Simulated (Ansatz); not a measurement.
# BrH2InOS: basis-set convergence

One table from this session's results is given with a row withheld; the runs are named, their logs left out.

Program: Ansatz 0.2.0, Gaussian basis. Level of theory: one geometry, several basis sets. These are calculated values, not measurements.

Levels to be run: PBE0-D4/def2-SVP; ωB97M-V/def2-SVP; PBE0-D4/def2-QZVPP; ωB97M-V/def2-QZVPP; the functionals' def2-TZVPP values are taken from earlier runs.

## The geometry

All runs share one geometry, relaxed beforehand with PBE0-D4 in a triple-zeta def2 set. In takes the def2 core potential; no spin-orbit term is included.

6 atoms, charge 0, spin multiplicity 1.

Atoms are counted from 1 here; the program's logs count them from 0.

Bond lengths: O1–In2 1.971 Å, O1–H5 0.961 Å, In2–S3 2.368 Å, In2–Br4 2.442 Å, S3–H6 1.345 Å. Angles: In2–O1–H5 113.1°, O1–In2–S3 124.3°, O1–In2–Br4 115.1°, S3–In2–Br4 120.6°, In2–S3–H6 93.1°.

Set-up of the first run:

File in.yaml:

```yaml
crystal:
  periodic: [false, false, false]
  atoms:
    - {symbol: O, position_ang: [-0.689490, 1.567730, -0.460272]}
    - {symbol: In, position_ang: [-0.424574, -0.377834, -0.288065]}
    - {symbol: S, position_ang: [1.375163, -1.382291, 0.877534]}
    - {symbol: Br, position_ang: [-2.116286, -1.755345, -1.384718]}
    - {symbol: H, position_ang: [-0.010064, 2.081232, -0.015770]}
    - {symbol: H, position_ang: [1.907352, -0.197492, 1.225091]}
basis:
  gaussian: {orbitals: def2-SVP}
hamiltonian: {xc: pbe0, dispersion: d4}
output: {orbitals: {seedname: orbitals}}
```

Launch:

```sh
$ ansatz run in.yaml --threads 4 --pin off --events-out ev --progress --plain --max-ram 10444MiB
```

Among the steps run: PBE0-D4 in def2-SVP; ωB97M-V in def2-SVP; PBE0-D4 in def2-QZVPP; ωB97M-V in def2-QZVPP.

One table of the session follows, with a row left open; its other results are not shown here.

It belongs to the step «Functionals by basis». 

```
functional       basis  HOMO (eV)  LUMO (eV)
   PBE0-D4    def2-SVP          ?          ?
   PBE0-D4  def2-TZVPP      -8.04      -2.18
   PBE0-D4  def2-QZVPP      -8.07      -2.24
   ωB97M-V    def2-SVP     -10.05      -0.03
   ωB97M-V  def2-TZVPP     -10.25      -0.31
   ωB97M-V  def2-QZVPP     -10.28      -0.48
```

Estimate the missing values for PBE0-D4, def2-SVP.

The run gave: HOMO (eV): -7.89; LUMO (eV): -2.00. In the column «HOMO (eV)» it is the highest.
